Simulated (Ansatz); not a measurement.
# BrFH2Si, SMILES F[SiH2]Br: an active-space calculation

Program: the Ansatz DFT code, driven from Python.

The cells in order, each with its output:

In [1]:
```python
import ansatz
```

In [2]:
```python
BASIS_SET = "def2-SVP"
```

In [3]:
```python
geometry_ang = [
    ("F", (-0.2988, -0.2649, 1.5883)),
    ("Si", (0.0877, -0.0997, 0.0388)),
    ("Br", (-1.3142, 1.2947, -1.0112)),
    ("H", (0.0945, -1.4241, -0.6044)),
    ("H", (1.4807, 0.4203, -0.0529)),
]
molecule = ansatz.Crystal.molecule()
for symbol, xyz in geometry_ang:
    molecule = molecule.atom(symbol, xyz)
```

In [4]:
```python
calc = (
    molecule.calculation()
    .basis(gaussian=BASIS_SET)
    .correlation(active_electrons=6, active_orbitals=7)
)
for method in ["sc_nevpt2"]:
    rep = (calc if method is None else calc.correlation(method)).run(threads=1).report
    space = rep["configurations"]
    state = space["states"][0]
    print(method or "casscf", f"total {rep['free_energy_ev'] / 27.211386246:.6f} Ha, active-space state {state['energy']['hartree']:.6f} Ha, mean field {rep['reference_energy_ev'] / 27.211386246:.6f} Ha")
    print("  determinants", state["n_determinants"], " natural occupations", [round(n, 3) for n in space["natural_occupations"]])
```
```text
RunWarning: the results are in doubt because another end's mean lies 0.459 eV lower, and its corrected mean 0.024 eV higher
sc_nevpt2 total -2962.076530 Ha, active-space state -2961.610742 Ha, mean field -2961.565582 Ha
  determinants 1225  natural occupations [1.983, 1.98, 1.974, 0.027, 0.016, 0.015, 0.007]
```

Notes:
- Total energies depend on the basis set; only differences at equal settings carry meaning.
- Warnings are shown shortened and without file and line.
- The geometry is a force-field or estimated start, not a minimum of this method, and the basis set is short of its limit. The active space starts as a window about the frontier orbitals and is then optimised, not chosen by chemistry.
- A lower CASSCF solution was found and passed over, so the printed active-space state isn't the lowest.
- Wall time of the script: 26 s on 1 thread of Intel(R) Xeon(R) 6975P-C (Granite Rapids), on a shared host, peak memory 0.27 GiB.

(Lines on the test bed's own set-up are left out of the output.)
